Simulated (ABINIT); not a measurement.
The system is BSe.

```xyz
4
Lattice="3.2707 0.0000 0.0000 -1.6354 2.8325 0.0000 0.0000 0.0000 7.2365" Properties=species:S:1:pos:R:3 pbc="T T T"
B     0.0000    1.8884    2.7374
B     1.6354    0.9442    6.3557
Se    0.0000    1.8884    7.1992
Se    1.6354    0.9442    3.5810
```

The cell was built by a generator and needn't be a form met in nature.

Base run:

- Program: ABINIT 10.8.3 (patched build)
- Functional: PBE
- Potentials or basis: PseudoDojo NC SR PBE v0.4.1 standard
- Cutoff: 1170 eV
- k mesh: 7 × 7 × 3
- Occupations: fermi-dirac, width 0.05 eV
- Spin: no spin polarisation

Its results: band gap on the k mesh none (metal or under the smearing width); pressure 0.3 GPa; largest force 0.105 eV/Å.

**Question.** The run is repeated on the same cell with these changes: functional from PBE to RPBE; cutoff from 1170 eV to 1088 eV. What comes out?

**Answer.** Band gap on the k mesh none (metal or under the smearing width); pressure 1.9 GPa; largest force 0.108 eV/Å.

RPBE binds less tightly than PBE, so the same cell stands under more pressure.

Caveats: the potentials were made for another functional, which shifts forces and pressure (some runs).

Not every run made on this cell is shown here.
